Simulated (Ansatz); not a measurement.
This was printed by a script on Ansatz's Python interface, for harmonic frequencies at the relaxed geometry of BClH2Se, SMILES ClB[SeH]. What did the script look like? Use (for the species named): PBE, def2-SVP basis, multiplicity 1.

`bclh2se.xyz`
```text
5

Cl   -2.00990   -0.14380    0.32690
B    -0.34280   -0.45000   -0.25010
Se    0.90860    1.07280   -0.58120
H     0.08900   -1.55130   -0.41580
H     1.40500    0.99870    0.87880
```

```console
$ python freq_bclh2se.py
pair        before    after (A)
Cl0-B1       1.7905   1.7583
B1-Se2       1.9986   1.9305
B1-H3        1.1945   1.2099
Se2-H4       1.5439   1.4856
mode  1     197.8 1/cm    24.52 meV
mode  2     387.9 1/cm    48.09 meV
mode  3     599.1 1/cm    74.28 meV
mode  4     723.1 1/cm    89.65 meV
mode  5     734.5 1/cm    91.07 meV
mode  6     855.7 1/cm   106.09 meV
mode  7    1037.6 1/cm   128.64 meV
mode  8    2359.8 1/cm   292.58 meV
mode  9    2607.3 1/cm   323.26 meV
imaginary modes: 0  zero-point energy: 0.5891 eV
T (K)   F_vib (eV)   S_vib (meV/K)   C_vib (meV/K)
 298.1      0.5687        0.1912          0.2961
 398.1      0.5446        0.2902          0.3876
 498.1      0.5108        0.3844          0.4527
```

The script that was run (others could print the same):

The script, `freq_bclh2se.py`:
```python
"""Vibrations of BClH2Se."""

import itertools

import ansatz as az
from ase.data import atomic_numbers, covalent_radii
import numpy as np


def main() -> None:
    system = az.Crystal.molecule_from_extxyz("bclh2se.xyz")

    base = (
        system.calculation()
        .basis(gaussian="def2-SVP")
        .functional("PBE")
        .accuracy("medium")
    )
    symbols = [site.symbol for site in system.cartesian_sites]
    start = np.array([site.position_ang for site in system.cartesian_sites], dtype=float)
    rep = base.relax(force_tolerance=0.003, max_steps=100).run(threads=1).report
    end = np.array(rep["positions_ang"])

    # pairs closer than 1.2 times the sum of covalent radii, before or after
    radius = [covalent_radii[atomic_numbers[s]] for s in symbols]
    span = lambda where, i, j: np.linalg.norm(where[i] - where[j])
    bonded = [(i, j) for i, j in itertools.combinations(range(len(symbols)), 2) if min(span(start, i, j), span(end, i, j)) < 1.2 * (radius[i] + radius[j])]
    print("pair        before    after (A)")
    for i, j in bonded:
        print(f"{symbols[i]}{i}-{symbols[j]}{j}".ljust(10), f"{span(start, i, j):8.4f} {span(end, i, j):8.4f}")

    # same settings at the minimum
    minimum = az.Crystal.molecule()
    for symbol, place in zip(symbols, end):
        minimum = minimum.atom(symbol, place.tolist())
    vibrating = (
        minimum.calculation()
        .basis(gaussian="def2-SVP")
        .functional("PBE")
        .accuracy("medium")
        .phonons(temperatures=(298.15, 498.15, 100))
    )
    vib = vibrating.run(threads=1).report["vibrations"]
    sums = vib["harmonic_sums"]
    modes = [m["omega_inv_cm"] for m in sums["modes_at_gamma"] if m["rigid_motion"] == "no"]
    for number, w in enumerate(modes, start=1):
        print(f"mode {number:2d} {w:9.1f} 1/cm {w / 8065.544 * 1000:8.2f} meV")
    print("imaginary modes:", sum(w < 0 for w in modes), " zero-point energy:", round(sums["zero_point_energy_ev"], 4), "eV")
    print("T (K)   F_vib (eV)   S_vib (meV/K)   C_vib (meV/K)")
    for row in zip(sums["temperatures_k"], sums["vibrational_free_energy_ev"], vib["entropy_ev_per_k"], vib["heat_capacity_ev_per_k"]):
        print(f"{row[0]:6.1f} {row[1]:11.4f} {1000 * row[2]:13.4f} {1000 * row[3]:15.4f}")


if __name__ == "__main__":
    main()
```

Notes:
- These settings explore the input space; basis and method may be short of convergence.
- The frequencies are harmonic and unscaled, in a modest basis. The result belongs to the one conformer reached from this start, and soft torsions count as harmonic oscillators.
- Hardware and time: 58 s on 1 thread of Arm Neoverse V1, with other jobs on the host, peak memory 0.21 GiB.

(A comment or docstring line of the script was reworded after the run, the code is as it ran; lines on the test bed's own set-up are left out of the output.)
